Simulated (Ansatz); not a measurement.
# MgCd2Te3: the cost of one run

Method: DFT PBE, scalar-relativistic, plane waves, PAW, in Ansatz 0.2.0.

## Step 1: The starting structure

The structure is orthorhombic, space group Immm (No. 71). The conventional cell has a = 7.058 Å, b = 7.438 Å, c = 7.808 Å, α = 90.00°, β = 90.00°, γ = 90.00°. Around Mg (site symmetry mmm) lie 2 Cd at 2.47 Å. Around Cd (site symmetry 2mm) lie 2 Te at 1.86 Å and 1 Cd at 2.12 Å. Te (site symmetry mm2) has 2 Cd at 1.86 Å in its first shell of neighbours. Te (site symmetry mmm) is surrounded by 4 Cd at 3.87 Å and 2 Mg at 3.90 Å.

As a file:

```
Mg Cd Te
1.0
    -3.52877    3.71924    3.90414
     3.52877   -3.71924    3.90414
     3.52877    3.71924   -3.90414
Mg Cd Te
1 2 3
Direct
  0.50000 0.50000 0.00000
  0.50000 0.84957 0.34957
  0.50000 0.15043 0.65043
  0.69579 0.19579 0.50000
  0.30421 0.80421 0.50000
  0.00000 0.00000 0.00000
```

Recipe of the guess: random cell by space group and Wyckoff sites (Immm, No. 71). Its size is a rough estimate.

## Step 2: Probe: one point on a coarse mesh

Contents of input.yaml:

```yaml
crystal:
  lattice:
    - [-3.52877283, 3.71924211, 3.90413538]
    - [3.52877283, -3.71924211, 3.90413538]
    - [3.52877283, 3.71924211, -3.90413538]
  atoms:
    - { symbol: Mg, position: [0.5, 0.5, 0.0] }
    - { symbol: Cd, position: [0.5, 0.84957197, 0.34957197] }
    - { symbol: Cd, position: [0.5, 0.15042803, 0.65042803] }
    - { symbol: Te, position: [0.69579472, 0.19579472, 0.5] }
    - { symbol: Te, position: [0.30420528, 0.80420528, 0.5] }
    - { symbol: Te, position: [0.0, 0.0, 0.0] }
basis:
  ecutwfc: 420
kpoints:
  mp_grid: { grid: [4, 4, 4] }
hamiltonian:
  xc: pbe
scf:
  occupations: { method: gaussian, width: 0.1 }
  lower_state_search: "off"
output:
  forces: true
  stress: true
  eigenvalues: true
```

The run is started by

```sh
ansatz run input.yaml --threads 1 --pin off --max-ram 2560MiB --backend cpu --events-out ev --progress --plain --runs-dir out
```

Q: Estimate wall time and peak memory on 1 thread of AMD EPYC 7B13 (Zen 3), shared host.

About 9.4 s, with a peak of 0.59 GiB.
